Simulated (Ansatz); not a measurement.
# Sr: the cost of one run

Program: Ansatz 0.2.0. Level of theory: DFT PBEsol, scalar-relativistic, plane waves, PAW. These are calculated values, not measurements.

### Step 1. The starting structure

Symmetry: I4/mmm, No. 139, tetragonal system. The conventional cell has a = 4.275 Å, b = 4.275 Å, c = 6.504 Å, α = 90.00°, β = 90.00°, γ = 90.00°. Sr (site symmetry 4/mmm) has 12 Sr at 4.28 to 4.44 Å as nearest neighbours.

Structure file:

```cif
data_structure
_symmetry_space_group_name_H-M 'I4/mmm'
_symmetry_Int_Tables_number 139
_cell_length_a 4.2754
_cell_length_b 4.2754
_cell_length_c 6.5044
_cell_angle_alpha 90.000
_cell_angle_beta 90.000
_cell_angle_gamma 90.000
_cell_volume 118.89
loop_
_atom_site_label
_atom_site_type_symbol
_atom_site_symmetry_multiplicity
_atom_site_Wyckoff_symbol
_atom_site_fract_x
_atom_site_fract_y
_atom_site_fract_z
_atom_site_occupancy
Sr1 Sr 2 a 0.00000 0.00000 0.00000 1
```

This is candidate A: indium (bct) type (I4/mmm, No. 139).

(A quick probe on a coarse mesh, which set the mesh and smearing, is not shown.)

### Step 3. The relaxation (candidate A)

Input file input.yaml:

```yaml
crystal:
  lattice:
    - [-2.1377003504, 2.1377003504, 3.2521992324]
    - [2.1377003504, -2.1377003504, 3.2521992324]
    - [2.1377003504, 2.1377003504, -3.2521992324]
  atoms:
    - { symbol: Sr, position: [0.0, 0.0, 0.0] }
basis:
  ecutwfc: 420
kpoints:
  mp_grid: { grid: [18, 18, 18] }
hamiltonian:
  xc: pbesol
scf:
  occupations: { method: gaussian, width: 0.1 }
output:
  forces: true
  stress: true
  eigenvalues: true
relax:
  adjacent_minimum: "off"
  f_tol: 0.01
  max_steps: 80
  cell: { stress_tol: 0.05 }
```

What time and memory should one allow on 1 thread of an Arm CPU, shared host?

About 86 s, with a peak of 0.62 GiB.
